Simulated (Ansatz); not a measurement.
# C7H14: one species, many methods

Aim: compute C7H14 with functionals from several rungs and with coupled cluster, and see how far each lands from CCSD(T) at the basis-set limit for the atomisation energy.

Method: functionals in def2-TZVPP, the program's frozen cores in correlated methods; program: Ansatz 0.2.0, Gaussian basis.

Plan: LDA (SPW92), PBE-D4, revPBE-D4, BLYP-D4, r2SCAN-D4, B97M-V, PBE0-D4, B3LYP-D4, r2SCANh-D4, r2SCAN0-D4, HSE06-D4, BHLYP-D4, CAM-B3LYP-D4, LC-ωPBE, ωB97X-V, ωB97M-V, B2PLYP, PBE-QIDH; CCSD(T)/def2-SVP; CCSD(T)/def2-TZVPP; MP2/def2-QZVPP; extrapolation to the limit; RPA on PBE.

1 further run of the same task is left out (it didn't finish). Runs told in other sessions of the task aren't counted.

**1. Structure used throughout**

All runs share one geometry, relaxed beforehand with PBE0-D4 in a triple-zeta def2 set.

SMILES `C=CCCCCC`, 21 atoms, charge 0, spin multiplicity 1.

Atoms are counted from 1 here; the program's logs count them from 0.

Bond lengths: C1–C2 1.326 Å, C1–H8 1.086 Å, C1–H9 1.084 Å, C2–C3 1.492 Å, C2–H10 1.089 Å, C3–C4 1.531 Å, C3–H11 1.096 Å, C3–H12 1.094 Å, C4–C5 1.523 Å, C4–H13 1.096 Å, C4–H14 1.095 Å, C5–C6 1.521 Å, C5–H15 1.096 Å, C5–H16 1.096 Å, C6–C7 1.519 Å, C6–H17 1.095 Å, C6–H18 1.097 Å, C7–H19 1.094 Å and more. Angles: C2–C1–H8 121.3°, C2–C1–H9 121.7°, H8–C1–H9 116.9°, C1–C2–C3 124.9°, C1–C2–H10 118.6°, C3–C2–H10 116.6°, C2–C3–C4 113.7°, C2–C3–H11 109.2°, C2–C3–H12 109.2°, C4–C3–H11 109.1°, C4–C3–H12 109.0°, H11–C3–H12 106.4°, C3–C4–C5 115.3°, C3–C4–H13 108.3°, C3–C4–H14 108.5°, C5–C4–H13 109.0°, C5–C4–H14 108.9°, H13–C4–H14 106.5° and more.

**2. LDA**

This LDA is Slater exchange with PW92 correlation.

in.yaml reads:

```yaml
crystal:
  periodic: [false, false, false]
  atoms:
    - {symbol: C, position_ang: [-3.288285, 0.460922, -0.523492]}
    - {symbol: C, position_ang: [-1.981055, 0.250817, -0.592908]}
    - {symbol: C, position_ang: [-1.296644, -1.010165, -0.182464]}
    - {symbol: C, position_ang: [-0.367250, -0.841845, 1.022958]}
    - {symbol: C, position_ang: [0.748168, 0.181071, 0.848410]}
    - {symbol: C, position_ang: [1.700992, -0.112030, -0.300038]}
    - {symbol: C, position_ang: [2.850551, 0.877959, -0.372984]}
    - {symbol: H, position_ang: [-3.964813, -0.306323, -0.158297]}
    - {symbol: H, position_ang: [-3.731682, 1.401152, -0.830623]}
    - {symbol: H, position_ang: [-1.344864, 1.050042, -0.968935]}
    - {symbol: H, position_ang: [-0.719577, -1.398568, -1.029989]}
    - {symbol: H, position_ang: [-2.049904, -1.768105, 0.052517]}
    - {symbol: H, position_ang: [0.076184, -1.817290, 1.254119]}
    - {symbol: H, position_ang: [-0.972953, -0.562608, 1.891240]}
    - {symbol: H, position_ang: [1.323527, 0.228036, 1.780199]}
    - {symbol: H, position_ang: [0.319337, 1.181279, 0.716272]}
    - {symbol: H, position_ang: [1.155772, -0.102026, -1.249911]}
    - {symbol: H, position_ang: [2.095738, -1.129309, -0.189780]}
    - {symbol: H, position_ang: [3.442079, 0.862977, 0.546784]}
    - {symbol: H, position_ang: [2.481768, 1.898774, -0.508411]}
    - {symbol: H, position_ang: [3.522879, 0.655239, -1.204667]}
basis:
  gaussian: {orbitals: def2-TZVPP}
hamiltonian: {xc: lda}
output: {orbitals: {seedname: orbitals}}
```

Started as:

```sh
$ ansatz run in.yaml --threads 2 --pin off --events-out ev --progress --plain --max-ram 20480MiB --backend cuda --devices 0, --max-vram 18GiB
```

Further steps of the session: PBE-D4 (GGA); revPBE-D4 (GGA); BLYP-D4 (GGA); r2SCAN-D4 (meta-GGA); B97M-V (meta-GGA); B3LYP-D4 (hybrid); r2SCANh-D4 (hybrid); r2SCAN0-D4 (hybrid); HSE06-D4 (hybrid); BHLYP-D4 (hybrid); CAM-B3LYP-D4 (range-separated); LC-ωPBE (range-separated); ωB97X-V (range-separated); ωB97M-V (range-separated); B2PLYP (double hybrid); PBE-QIDH (double hybrid); CCSD(T) in def2-SVP; CCSD(T) in def2-TZVPP; MP2 in def2-QZVPP; RPA on PBE orbitals.

**Question.** What will the summary of the whole plan be? Wanted: atomisation energy, CCSD(T)/CBS; farthest beyond LDA; mean size of error, GGA; mean size of error, meta-GGA; mean size of error, hybrid; mean size of error, range-separated; mean size of error, double hybrid; gap, smallest and largest; T1 diagnostic.

**Answer**, as computed:

| quantity | value |
| --- | --- |
| atomisation energy, CCSD(T)/CBS | 8519.7 kJ/mol |
| functionals within 42.6 kJ/mol (0.5 %) | revPBE-D4, BLYP-D4, r2SCAN-D4, B97M-V, B3LYP-D4, r2SCANh-D4, LC-ωPBE, ωB97X-V, ωB97M-V, PBE-QIDH |
| farthest beyond LDA | BHLYP-D4 (-167.6 kJ/mol) |
| mean size of error, GGA | 69.8 kJ/mol |
| mean size of error, meta-GGA | 19.3 kJ/mol |
| mean size of error, hybrid | 64.3 kJ/mol |
| mean size of error, range-separated | 20.7 kJ/mol |
| mean size of error, double hybrid | 38.0 kJ/mol |
| gap, smallest and largest | 5.48 eV (LDA (SPW92)), 12.78 eV (LC-ωPBE) |
| T1 diagnostic | 0.0093 |
| triples share of the correlation energy | 4.0 % |

In words: LDA overbinds by 1127.1 kJ/mol (13 %). PBE-D4 misses by +164.4 kJ/mol. Double hybrids carry the basis error of their MP2 part in triple zeta, and no dispersion term here, so their miss is partly the set-up's. The rungs meta-GGA, range-separated, double hybrid miss on average by less than the doubt on the reference (42.6 kJ/mol), so they tie. The reference freezes the cores and leaves out relativity and excitations past (T), so misses under about 42.6 kJ/mol can't be ranked. Hartree-Fock recovers 76 % of the binding; the rest is correlation. CCSD(T) in def2-SVP is off by -290.9 kJ/mol, which most functionals beat. The gap grows from 5.5 to 12.8 eV across the functionals, mostly with the share of exact exchange.
